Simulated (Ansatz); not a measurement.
# MnGa: the cost of one run

Method: DFT PBEsol, scalar-relativistic, plane waves, PAW, in Ansatz 0.2.0.

### Step 1. Starting point

The structure is hexagonal, space group P-6m2 (No. 187). Conventional cell: a = 2.689 Å, b = 2.689 Å, c = 4.029 Å, α = 90.00°, β = 90.00°, γ = 120.00°. Mn (site symmetry -6m2) is surrounded by 6 Ga at 2.54 Å and 6 Mn at 2.69 Å. Ga (site symmetry -6m2) is surrounded by 6 Mn at 2.54 Å and 6 Ga at 2.69 Å.

Coordinates:

```
Mn Ga
1.0
     2.68874    0.00000    0.00000
    -1.34437    2.32851    0.00000
     0.00000    0.00000    4.02869
Mn Ga
1 1
Direct
  0.00000 0.00000 0.00000
  0.33333 0.66667 0.50000
```

It goes back to an entry of the Materials Project, which need not be the stable form.

This cell was relaxed beforehand with the same method: volume 12.61 Å³/atom, gap on the mesh none (metal), site moments up to 1.7 μB.

### Step 2. Point at V/V0 = 0.97

input.yaml

```yaml
crystal:
  lattice:
    - [2.6615743934, 0.0, 0.0]
    - [-1.3307871967, 2.3049910387, 0.0]
    - [0.0, 0.0, 3.9879982783]
  atoms:
    - { symbol: Mn, position: [0.0, 0.0, 0.0], spin: 1.89 }
    - { symbol: Ga, position: [0.3333333333, 0.6666666667, 0.5] }
basis:
  ecutwfc: 420
kpoints:
  mp_grid: { grid: [18, 18, 10] }
hamiltonian:
  xc: pbesol
scf:
  occupations: { method: gaussian, width: 0.1 }
output:
  forces: true
  stress: true
  eigenvalues: true
  populations: true
  write_density: true
  write_potential: true
  elf: true
  volumetric_format: npy
magnetization:
  spin_polarized: true
relax:
  adjacent_minimum: "off"
  f_tol: 0.01
  max_steps: 30
  cell: { stress_tol: 0.1, fix: [volume] }
```

The run is started by

```sh
$ ansatz run input.yaml --threads 1 --pin off --max-ram 2560MiB --backend cpu --events-out ev --progress --plain --runs-dir out
```

Q: Estimate wall time and peak memory on 1 thread of Arm Neoverse V2, shared host.

About 98 s, with a peak of 0.51 GiB.
